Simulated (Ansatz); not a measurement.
# GaNHCl (quintet): wave-function methods side by side, cc-pVDZ

The task here is to estimate one member of a computed series from the others.

Method: cc-pVDZ, core rule «outside noble gas», up to 20 orbitals frozen; program: Ansatz 0.2.0, Gaussian basis.

The runs, in order: UHF; CCSD(T) on ROHF; CCSD(T) on UHF; BCCD(T) on ROHF; CISD as a restricted active space (open shells left free, so some higher excitations enter); CCSDT(Q) on ROHF; CCSDT(Q) on UHF.

24 further runs of the same task are left out: 6 for a known fault of the program, 4 that didn't finish, 14 set aside as unsound or not needed. Runs told in other sessions of the task aren't counted.

### The geometry

The geometry is a PBE0/def2-TZVP stationary point (not a proven minimum) of the parent state, kept for this charge and spin. No spin-orbit coupling is included. The filled d shell of Ga may be among the frozen orbitals whatever the setting's name suggests.

4 atoms, charge 0, spin multiplicity 5.

Atoms are counted from 1 here; the program's logs count them from 0.

Bond lengths: Cl1–Ga3 2.172 Å, N2–Ga3 1.943 Å, N2–H4 1.029 Å. Angles: Ga3–N2–H4 109.6°, Cl1–Ga3–N2 113.6°.

As a file:

```xyz
4

Cl    0.0000    0.3345    1.6180
N     0.0000    1.0333   -1.7564
Ga    0.0000   -0.3867   -0.4309
H     0.0000    0.6242   -2.7008
```

The first run:

File in.yaml:

```yaml
crystal:
  periodic: [false, false, false]
  atoms:
    - {symbol: Cl, position_ang: [0.000000, 0.334515, 1.618034]}
    - {symbol: N, position_ang: [0.000000, 1.033293, -1.756376]}
    - {symbol: Ga, position_ang: [0.000000, -0.386699, -0.430861]}
    - {symbol: H, position_ang: [0.000000, 0.624237, -2.700788]}
basis:
  gaussian: {orbitals: cc-pVDZ}
magnetization: {spin_polarized: true, initial_magnetization: 4}
hamiltonian: {xc: hf}
output: {orbitals: {seedname: orbitals}}
```

Command:

```bash
$ ansatz run in.yaml --threads 1 --pin off --events-out ev --progress --plain --max-ram 2393MiB
```

Steps of the session up to this table: UHF; CCSD(T) on ROHF; CCSD(T) on UHF; BCCD(T) on ROHF; CISD as a restricted active space (open shells left free, so some higher excitations enter); CCSDT(Q) on ROHF; CCSDT(Q) on UHF.

One table of the session follows, with a row left open; its other results are not shown here.

It belongs to the step «Misses and costs». 

```
   method  from UCCSDT(Q) (meV)
     ROHF               +8649.8
      UHF               +8423.3
     RMP2               +1214.3
     UMP2               +1182.2
    RCCSD                +234.5
    UCCSD                     ?
 RCCSD(T)                 +61.0
 UCCSD(T)                 +44.6
  BCCD(T)                 +60.6
   RCCSDT                 +32.3
   UCCSDT                 +15.9
RCCSDT(Q)                 +17.6
UCCSDT(Q)                     0
```

Q: Estimate the row for UCCSD from the others.

The run gave: from UCCSDT(Q) (meV): +215.6. In the column «from UCCSDT(Q) (meV)» it lies between RCCSD(T) (+61.0) and RCCSD (+234.5).

Not comparable, so not listed: CISD as a restricted active space (open shells left free, so some higher excitations enter) (they don't share determinant, frozen orbitals or solution with the rows shown, or repeat one).

Limits of these values: Restricted and unrestricted rows rest on different reference determinants; a gap between their highest levels can come from leftover correlation error, from unlike frozen cores or from another state.
